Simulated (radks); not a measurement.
**Ionising praseodymium step by step, Pr²⁰⁺ to Pr³⁹⁺**

One table from this session's results is given with a row withheld; the runs are named, their logs left out.

Program: radks (a radial shooting solver on a logarithmic mesh, Libxc functionals) version 1. Level of theory: Dirac Kohn-Sham, relativistic LDA (MacDonald-Vosko exchange, VWN5 correlation), spin-unpolarised, spherical densities, finite nucleus; open shells fill j = l - 1/2 first. These are calculated values, not measurements, unless marked.

## The atom as given

| Quantity | Value |
| --- | --- |
| element | praseodymium (Z = 59) |
| charges | 20 to 39 |
| first configuration | [Kr] 4d3 |
| last configuration | [Ar] 3d2 |

Set-up of the first run:

Input:

```text
Z 59
configuration [Kr] 4d3
relativity Dirac
functional lda_x_rel,vwn5
spin unpolarised
j_filling energy
nucleus finite rms 4.8919 fm
c 137.035999084
```

Steps of the session up to this table: Pr²⁰⁺, [Kr] 4d3.

One table of the session follows, with a row left open; its other results are not shown here.

It belongs to the step «Pr²⁰⁺, [Kr] 4d3». Sizes of the orbitals, from the radial functions (bohr):

```
level     <r>  outermost maximum (interpolated)  90 % within  nodes
3p3/2  0.2727                             0.247        0.408      1
3d3/2  0.2431                             0.197        0.380      0
3d5/2  0.2468                             0.201        0.385      0
4s1/2  0.5858                             0.562        0.833      3
4p1/2  0.5925                             0.565        0.851      2
4p3/2  0.6129                             0.586        0.878      2
4d3/2       ?                                 ?            ?      ?
4d5/2  0.6291                             0.591        0.920      1
```

Estimate the missing values for 4d3/2.

**Answer.** <r>: 0.6231; outermost maximum (interpolated): 0.585; 90 % within: 0.912; nodes: 1. In the column «<r>» it lies between 4p3/2 (0.6129) and 4d5/2 (0.6291).

Limits of these values: Spin polarisation and multiplet splitting are left out, so open shells lie too high by an amount that depends on their filling.
